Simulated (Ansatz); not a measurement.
Born–Oppenheimer molecular dynamics of a periodic cell of 24 atoms, InP (surface InP(111)). It starts from a relaxed structure.

These are results of DFT PBE-D3(BJ), scalar-relativistic, plane waves, PAW (Ansatz 0.2.0), not measurements. Settings: accuracy low, PAW set soft_1, cutoff 420 eV, k mesh 2x2x1, fermi-dirac smearing 0.15 eV, no spin polarisation.

```
ensemble        : NVT, Langevin thermostat
time step       : 3 fs
steps asked     : 170
set temperature : 700 K
friction        : 0.02 /fs
atoms held      : 1 to 8
seed            : 653379
```

First frame:

```xyz
24
Lattice="8.3156 0.0000 0.0000 4.1578 7.2015 0.0000 0.0000 0.0000 18.6383" Properties=species:S:1:pos:R:3
In 0.000 0.000 1.000
P 2.079 1.200 1.849
In 2.079 3.601 1.000
P 4.158 4.801 1.849
In 4.158 0.000 1.000
P 6.237 1.200 1.849
In 6.237 3.601 1.000
P 8.316 4.801 1.849
In 8.316 4.801 4.505
P 10.395 6.001 5.295
In 6.237 1.200 4.505
P 8.316 2.401 5.295
In 4.158 4.801 4.505
P 6.237 6.001 5.295
In 2.079 1.200 4.505
P 4.158 2.401 5.295
In 4.158 2.401 7.953
P 6.237 3.601 8.789
In 6.237 6.001 7.953
P 8.316 7.202 8.789
In 8.316 2.401 7.953
P 2.079 3.601 8.789
In 10.395 6.001 7.953
P 4.158 7.202 8.789
```

Q: What does the run give?

A: The run went to its last step.

```
steps done                                               : 170
time covered                                             : 510 fs
mean temperature over the second half                    : 672 K
spread of the potential energy over the second half      : 9.1 meV per atom
mean potential energy of the second half above the start : 66.9 meV per atom
```

A run of 0.51 ps of so small a system gives no equilibrium averages. Limits of this set-up: coarse k mesh, thin slab, slab without dipole correction, a typed lattice constant that wasn't relaxed here, low accuracy level.

Q: What happens to the structure?

A: Mean squared displacements from the first frame to the last: In 0.13 Å², P 0.20 Å². This is one draw of velocities; another would differ in detail.

Q: How do temperature and energy run in time?

A: 
| time (fs) | T (K) | potential energy less start (eV) |
| --- | --- | --- |
| 0 | 700 | 0.000 |
| 24 | 523 | 0.620 |
| 48 | 564 | 0.624 |
| 72 | 450 | 0.774 |
| 96 | 409 | 1.018 |
| 120 | 497 | 0.895 |
| 144 | 501 | 1.188 |
| 168 | 354 | 1.106 |
| 192 | 696 | 1.124 |
| 216 | 463 | 1.437 |
| 240 | 888 | 1.049 |
| 264 | 549 | 1.361 |
| 288 | 537 | 1.615 |
| 312 | 681 | 1.448 |
| 336 | 651 | 1.629 |
| 360 | 597 | 1.425 |
| 384 | 662 | 1.622 |
| 408 | 758 | 1.574 |
| 432 | 795 | 1.535 |
| 456 | 708 | 1.503 |
| 480 | 541 | 1.968 |
| 504 | 805 | 2.202 |

Time of the run: 27 min on 4 threads of Intel(R) Xeon(R) Platinum 8375C CPU @ 2.90GHz (Ice Lake), on a shared host, peak memory 3.3 GiB.
